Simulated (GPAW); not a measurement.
Write an ASE script for GPAW 26.7.0 that does the following.

- Task: band structure
- Functional: LDA
- Potentials or basis: the program's PAW data sets (release 1.2.1) made for this functional
- Cutoff: 600 eV
- Basis: pw
- k mesh: 5 × 5 × 4
- Occupations: fermi-dirac, width 0.05 eV
- Spin: collinear spin, ferromagnetic start
- Starting moments: [1.0, 1.0, 0.0, 0.6, 0.0] μB
- Ranks: 8
- Maxiter: 150
- Band path: GMKGALHA,LM,KH
- Band points: 80

Crystal: NiMoIrPdW.

```
Ni Mo Pd Ir W
1.0
     4.14670    0.00000    0.00000
    -2.07335    3.59115    0.00000
     0.00000    0.00000    5.41629
Ni Mo Pd Ir W
1 1 1 1 1
Direct
  0.00000 0.00000 0.02221
  0.66667 0.33333 0.45996
  0.33333 0.66667 0.74601
  0.33333 0.66667 0.25641
  0.66667 0.33333 0.99985
```

The cell was built by a generator and needn't be a form met in nature.

These files were run (other wordings do the same):

run.py

```python
from ase import Atoms
from ase.dft.bandgap import bandgap
from ase.io import write
from ase.units import GPa
from ase.parallel import parprint
from gpaw import GPAW, PW

atoms = Atoms(['Ni', 'Mo', 'Pd', 'Ir', 'W'],
              cell=[[4.1467010644, 0.0, 0.0],
                    [-2.0733505322, 3.5911484637, 0.0],
                    [0.0, 0.0, 5.41629]],
              scaled_positions=[[0.0, 0.0, 0.02221],
                                [0.6666666667, 0.3333333333, 0.45996],
                                [0.3333333333, 0.6666666667, 0.74601],
                                [0.3333333333, 0.6666666667, 0.25641],
                                [0.6666666667, 0.3333333333, 0.99985]],
              pbc=True)
atoms.set_initial_magnetic_moments([1.0, 1.0, 0.0, 0.6, 0.0])

calc = GPAW(mode=PW(600),
            xc='LDA',
            kpts={'size': (5, 5, 4), 'gamma': True},
            occupations={'name': 'fermi-dirac', 'width': 0.05},
            nbands=64,
            convergence={'density': 1e-05, 'energy': 1e-05},
            maxiter=150,
            txt='gpaw.txt')
atoms.calc = calc
energy = atoms.get_potential_energy()
forces = atoms.get_forces()
stress = atoms.get_stress()
calc.write('gs.gpw')
write('result.traj', atoms)
parprint(f'Energy: {energy:.6f} eV')
parprint('Forces (eV/A):')
parprint(forces.round(4))
parprint('Stress (GPa):', (stress / GPa).round(3))
parprint('Moments:', calc.get_magnetic_moments().round(3))
parprint('Fermi level:', round(calc.get_fermi_level(), 4), 'eV')
parprint(f'Gap: {bandgap(calc)[0]:.4f} eV, direct: {bandgap(calc, direct=True)[0]:.4f} eV')

path = atoms.cell.bandpath('GMKGALHA,LM,KH', npoints=80, eps=1e-4)
bs_calc = calc.fixed_density(kpts=path, symmetry='off', nbands=88,
                             convergence={'bands': 'CBM+6.0', 'eigenstates': 1e-6}, txt='bands.txt')
bs = bs_calc.band_structure()
bs.write('bs.json')
parprint(f'Gap on the path: {bandgap(bs_calc)[0]:.4f} eV')
```

Potentials or basis: the program's PAW data sets (release 1.2.1) made for this functional, pw.

Command:

```bash
$ OMP_NUM_THREADS=1 mpirun -n 8 gpaw python run.py
```

Results of the run:

```yaml
Pressure: -13.1 GPa
Largest_force: 0.481 eV/Å
Band_gap_along_the_path: none (metal or under the smearing width)
Net_moment: 0.00 μB per cell
```

Caveat: the stock nickel data set gives pressures a few GPa off other programs; spin-orbit coupling is left out, which moves the levels of the heavy elements.

Wall time 84 s on 8 MPI ranks on AMD EPYC 7R43 64-Core Processor (Zen 3), on a shared host, peak memory 0.38 GiB a rank.
